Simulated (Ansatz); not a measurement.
Write a Python script for the Python package of Ansatz (0.2.0) that makes the interaction energy of a dimer with the counterpoise correction of BrH4PSi, SMILES P[SiH2]Br. Settings (for the species named): Hartree-Fock, def2-SVPD basis, multiplicity 1.

```xyz
7

P     1.3036   -0.2754   -0.6335
Si   -0.7457    0.2807   -0.0043
Br   -2.1459   -1.3089   -0.6296
H     1.4805   -1.3472    0.2714
H     1.9949    0.6723    0.1553
H    -1.1235    1.5701   -0.6330
H    -0.7640    0.4084    1.4737
```

`brh4psi_dimer.py`:
```python
"""Binding of a BrH4PSi dimer at a trial geometry."""

import logging
import sys

import ansatz as az

logging.basicConfig(stream=sys.stdout, format="%(name)s: %(message)s")
logger = logging.getLogger("run")
logger.setLevel(logging.INFO)

params = {
    "basis": "def2-SVPD",
    "functional": "hf",
}

FIRST = [
    ("P", (1.3036, -0.2754, -0.6335)),
    ("Si", (-0.7457, 0.2807, -0.0043)),
    ("Br", (-2.1459, -1.3089, -0.6296)),
    ("H", (1.4805, -1.3472, 0.2714)),
    ("H", (1.9949, 0.6723, 0.1553)),
    ("H", (-1.1235, 1.5701, -0.633)),
    ("H", (-0.764, 0.4084, 1.4737)),
]
SECOND = [
    ("P", (-2.191, 3.6115, 1.0458)),
    ("Si", (-0.4426, 4.493, 2.0806)),
    ("Br", (-0.848, 6.6257, 2.4874)),
    ("H", (-3.0823, 3.6503, 2.1426)),
    ("H", (-1.8347, 2.2546, 1.2195)),
    ("H", (0.7603, 4.3565, 1.2233)),
    ("H", (-0.242, 3.7704, 3.3608)),
]

def energy(atoms, ghosts=()):
    molecule = az.Crystal.molecule()
    for symbol, xyz in atoms:
        molecule = molecule.atom(symbol, xyz)
    calc = (
        molecule.calculation()
        .basis(gaussian=params["basis"])
        .functional(params["functional"])
        .scf(lower_state_search="standard")
    )
    deck = calc.input()
    if ghosts:
        deck = deck.set(az.key.basis.gaussian.ghost_atoms, [{"symbol": s, "position_ang": list(xyz)} for s, xyz in ghosts])
    return az.Session.from_dict(deck).plan().execute().report["free_energy_ev"]

# ghost atoms carry the functions of the partner
both = energy(FIRST + SECOND)
alone = energy(FIRST) + energy(SECOND)
ghosted = energy(FIRST, SECOND) + energy(SECOND, FIRST)
logger.info(f"dimer {both:.6f} eV")
logger.info(f"interaction, uncorrected   {(both - alone):8.3f} eV")
logger.info(f"interaction, counterpoise  {(both - ghosted):8.3f} eV")
logger.info(f"basis-set superposition    {(alone - ghosted):8.3f} eV")
```

```console
$ python brh4psi_dimer.py
run: dimer -174367.899999 eV
run: interaction, uncorrected      0.314 eV
run: interaction, counterpoise     0.352 eV
run: basis-set superposition       0.038 eV
```

Uncorrected it is 0.314 eV, with the counterpoise correction 0.352 eV; the difference, 0.04 eV, is the superposition error. In this basis both values are repulsive.

Caveats:
- The settings weren't tested for convergence.
- The dimer is a generated trial pose of unrelaxed monomers, not a minimum, so the figure is no binding energy, and the basis set is small.
- Hartree-Fock leaves correlation out, so bond, atomisation and ionisation energies come out well too low.
- This level lacks the dispersion part of the attraction (electrostatics and induction are there), which can decide the sign where the interaction is weak.
- Finished in 33 s on 1 thread of Arm Neoverse V2, with other jobs on the host, peak memory 0.96 GiB.

(Lines on the test bed's own set-up are left out of the output.)
